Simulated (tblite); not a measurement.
# C4H10F2GeSi: the cost of one run

The runs use tblite 0.8.0 and PySCF 2.14.0, with density-fitted response routines of our own; the level of theory stands in each step. All values are computed, except where a source is named. Atoms count from 0, in the outputs and in this text.

### 1 The molecule as given

18 atoms, charge 0, multiplicity 1; geometry from: force field or distance geometry start.

Bonds of the start (Å): F0–Si1 1.69, Si1–F2 1.70, Si1–C3 1.88, C3–C4 1.52, C4–C5 1.53, C5–Ge6 1.93, Ge6–C7 1.94, C7–C3 1.53, Si1–H8 1.46, C3–H9 1.12, C4–H10 1.12, C4–H11 1.11, C5–H12 1.11, C5–H13 1.11, Ge6–H14 1.55, Ge6–H15 1.55, C7–H16 1.11, C7–H17 1.11.

### 2 Geometry optimisation with GFN2-xTB

The job: settings as JSON, then the geometry in Å.

```
{"job": {"kind": "relax", "xc": "GFN2-xTB", "basis": "xTB"}, "charge": 0, "multiplicity": 1}
F      3.343600    -0.722900    -0.738700
Si     2.394800     0.094000     0.398500
F      2.935400    -0.328600     1.959000
C      0.595300    -0.393400     0.198600
C      0.074100    -0.060200    -1.193400
C     -1.442900    -0.269600    -1.245400
Ge    -2.067700     0.221600     0.510100
C     -0.282700     0.288600     1.256600
H      2.542500     1.537600     0.217400
H      0.526300    -1.503500     0.354300
H      0.566400    -0.697300    -1.967800
H      0.291500     1.004400    -1.431800
H     -1.676500    -1.337600    -1.417100
H     -1.905800     0.363100    -2.026100
H     -2.915400    -0.911100     1.143400
H     -2.734500     1.620000     0.536100
H     -0.005300     1.353800     1.387900
H     -0.247800    -0.252500     2.226800
```

Launch:

```bash
$ OMP_NUM_THREADS=1 python probes_run.py task.json out
```

One launch serves the whole session: the jobs run in the order shown.

**Question.** How long does this first job take on 1 thread of Arm Neoverse N1, shared host?

About 1 s.
